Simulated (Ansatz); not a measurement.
**SiGe₂H (doublet): correlated methods under varied settings at a displaced geometry (v2)**

One table from this session's results is given with a row withheld; the runs are named, their logs left out.

Method: the settings change from run to run; program: Ansatz 0.2.0, Gaussian basis.

27 further runs of the same task are left out: 1 for a known fault of the program, 14 that didn't finish, 12 set aside as unsound or not needed. Runs told in other sessions of the task aren't counted.

## What is computed

The geometry is a PBE0/def2-TZVP stationary point (not a proven minimum) with its atoms shifted at random (size 0.100 Å). No spin-orbit coupling is included. The filled d shell of Ge may be among the frozen orbitals whatever the setting's name suggests.

4 atoms, charge 0, spin multiplicity 2.

Atoms are counted from 1 here; the program's logs count them from 0.

Bond lengths: Ge1–Si2 2.400 Å, Ge1–Ge3 2.530 Å, Si2–Ge3 2.245 Å, Si2–H4 1.418 Å. Angles: Si2–Ge1–Ge3 54.1°, Ge1–Si2–Ge3 65.9°, Ge1–Si2–H4 126.4°, Ge3–Si2–H4 164.2°, Ge1–Ge3–Si2 60.0°.

Set-up of the first run:

Contents of in.yaml:

```yaml
crystal:
  periodic: [false, false, false]
  atoms:
    - {symbol: Ge, position_ang: [0.063350, -0.245277, 1.303932]}
    - {symbol: Si, position_ang: [-0.101524, 1.597342, -0.224293]}
    - {symbol: Ge, position_ang: [-0.024904, -0.413538, -1.218486]}
    - {symbol: H, position_ang: [0.058205, 2.970622, 0.091861]}
basis:
  gaussian: {orbitals: cc-pVDZ}
magnetization: {spin_polarized: false, initial_magnetization: 1}
correlation: {method: bccd_t, electrons: outside_noble_gas}
scf: {lower_state_search: full}
output: {forces: true}
```

Command:

```console
> ansatz run in.yaml --threads 1 --pin off --events-out ev --progress --plain --max-ram 2393MiB
```

Among the steps run: BCCD(T) on ROHF/cc-pVDZ; CCSD(T) on UHF/cc-pVDZ; CCSD(T) on ROHF/cc-pVDZ; CCSD on UHF/cc-pVDZ.

One table of the session follows, with a row left open; its other results are not shown here.

```
                                          level  from UCCSDT(Q) (meV)
                        BCCD(T) on ROHF/cc-pVDZ                  84.6
                         CCSD(T) on UHF/cc-pVDZ                     ?
                        CCSD(T) on ROHF/cc-pVDZ                  88.4
BCCD(T) on ROHF/cc-pVDZ (beside a point charge)                      
                            CCSD on UHF/cc-pVDZ                 558.4
```

**Question.** Estimate the row for CCSD(T) on UHF/cc-pVDZ.

**Answer.** from UCCSDT(Q) (meV): 93.1.

Limits of these values: Where basis and cores are those of an earlier UCCSDT(Q)/cc-pVDZ run (-120829.8788 eV), and the records show the same count of frozen orbitals and kind of state, the miss against it is given; a blank cell means that this couldn't be shown.
